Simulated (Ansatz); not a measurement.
# C₄H₆BCl: basis-set convergence

An exercise on one series of results from a longer session: the logs are not shown, and one member is left open.

Program: Ansatz 0.2.0, Gaussian basis. Level of theory: one geometry, several basis sets. These are calculated values, not measurements.

Plan: PBE0-D4/def2-SVP; ωB97M-V/def2-SVP; PBE0-D4/def2-QZVPP; ωB97M-V/def2-QZVPP; the functionals' def2-TZVPP values are taken from earlier runs.

## The geometry

The geometry comes from an earlier relaxation with PBE0-D4 in a triple-zeta def2 set; it is a stationary point, not always the lowest conformer.

SMILES `CC1=CB(Cl)C1`, 12 atoms, charge 0, spin multiplicity 1.

Atoms are counted from 1 here; the program's logs count them from 0.

Bond lengths: C1–C2 1.479 Å, C1–H7 1.091 Å, C1–H8 1.095 Å, C1–H9 1.095 Å, C2–C3 1.356 Å, C2–C6 1.525 Å, C3–B4 1.522 Å, C3–H10 1.082 Å, B4–Cl5 1.745 Å, B4–C6 1.595 Å, C6–H11 1.094 Å, C6–H12 1.094 Å. Angles: C2–C1–H7 112.4°, C2–C1–H8 109.9°, C2–C1–H9 109.9°, H7–C1–H8 109.2°, H7–C1–H9 109.2°, H8–C1–H9 106.2°, C1–C2–C3 132.4°, C1–C2–C6 126.7°, C3–C2–C6 100.9°, C2–C3–B4 88.2°, C2–C3–H10 129.3°, B4–C3–H10 142.6°, C3–B4–Cl5 135.6°, C3–B4–C6 91.0°, Cl5–B4–C6 133.4°, C2–C6–B4 80.0°, C2–C6–H11 114.8°, C2–C6–H12 114.9° and more.

Geometry (Å):

```mol
C4H6BCl
  3D, bonds by distance, orders not assigned

 12 12  0  0  0  0  0  0  0  0999 V2000
   -0.1232   -0.8250    1.5222 C   0  0
    0.1140   -0.0692    0.2728 C   0  0
    1.1334    0.7274   -0.1343 C   0  0
    0.3898    0.9239   -1.4480 B   0  0
    0.6883    1.7916   -2.9317 Cl  0  0
   -0.8035   -0.0070   -0.9438 C   0  0
    0.6908   -0.7087    2.2387 H   0  0
   -0.2538   -1.8884    1.2956 H   0  0
   -1.0591   -0.4943    1.9850 H   0  0
    2.0404    1.0005    0.3893 H   0  0
   -1.7773    0.4573   -0.7613 H   0  0
   -0.9629   -0.9634   -1.4508 H   0  0
  1  2  8  0
  2  3  8  0
  3  4  8  0
  4  5  8  0
  4  6  8  0
  1  7  8  0
  1  8  8  0
  1  9  8  0
  3 10  8  0
  6 11  8  0
  6 12  8  0
  2  6  8  0
M  END
```

The first run:

The input, in.yaml:

```yaml
crystal:
  periodic: [false, false, false]
  atoms:
    - {symbol: C, position_ang: [-0.123156, -0.824956, 1.522206]}
    - {symbol: C, position_ang: [0.113984, -0.069150, 0.272832]}
    - {symbol: C, position_ang: [1.133359, 0.727354, -0.134318]}
    - {symbol: B, position_ang: [0.389793, 0.923881, -1.447953]}
    - {symbol: Cl, position_ang: [0.688299, 1.791650, -2.931651]}
    - {symbol: C, position_ang: [-0.803461, -0.006974, -0.943779]}
    - {symbol: H, position_ang: [0.690839, -0.708714, 2.238664]}
    - {symbol: H, position_ang: [-0.253791, -1.888368, 1.295620]}
    - {symbol: H, position_ang: [-1.059086, -0.494327, 1.984995]}
    - {symbol: H, position_ang: [2.040409, 1.000514, 0.389305]}
    - {symbol: H, position_ang: [-1.777271, 0.457317, -0.761344]}
    - {symbol: H, position_ang: [-0.962919, -0.963427, -1.450777]}
basis:
  gaussian: {orbitals: def2-SVP}
hamiltonian: {xc: pbe0, dispersion: d4}
output: {orbitals: {seedname: orbitals}}
```

Among the steps run: PBE0-D4 in def2-SVP; ωB97M-V in def2-SVP; PBE0-D4 in def2-QZVPP; ωB97M-V in def2-QZVPP.

One of the session's tables, all rows but one given; the rest of the session is left out.

It belongs to the step «Functionals by basis». 

| functional | basis | HOMO (eV) |
| --- | --- | --- |
| PBE0-D4 | def2-SVP | -7.66 |
| PBE0-D4 | def2-TZVPP | ? |
| PBE0-D4 | def2-QZVPP | -7.73 |
| ωB97M-V | def2-SVP | -9.79 |
| ωB97M-V | def2-TZVPP | -9.86 |
| ωB97M-V | def2-QZVPP | -9.88 |

Q: Estimate the row for PBE0-D4, def2-TZVPP from the others.

The run gave: HOMO (eV): -7.72. In the column «HOMO (eV)» it lies between PBE0-D4, def2-QZVPP (-7.73) and PBE0-D4, def2-SVP (-7.66).
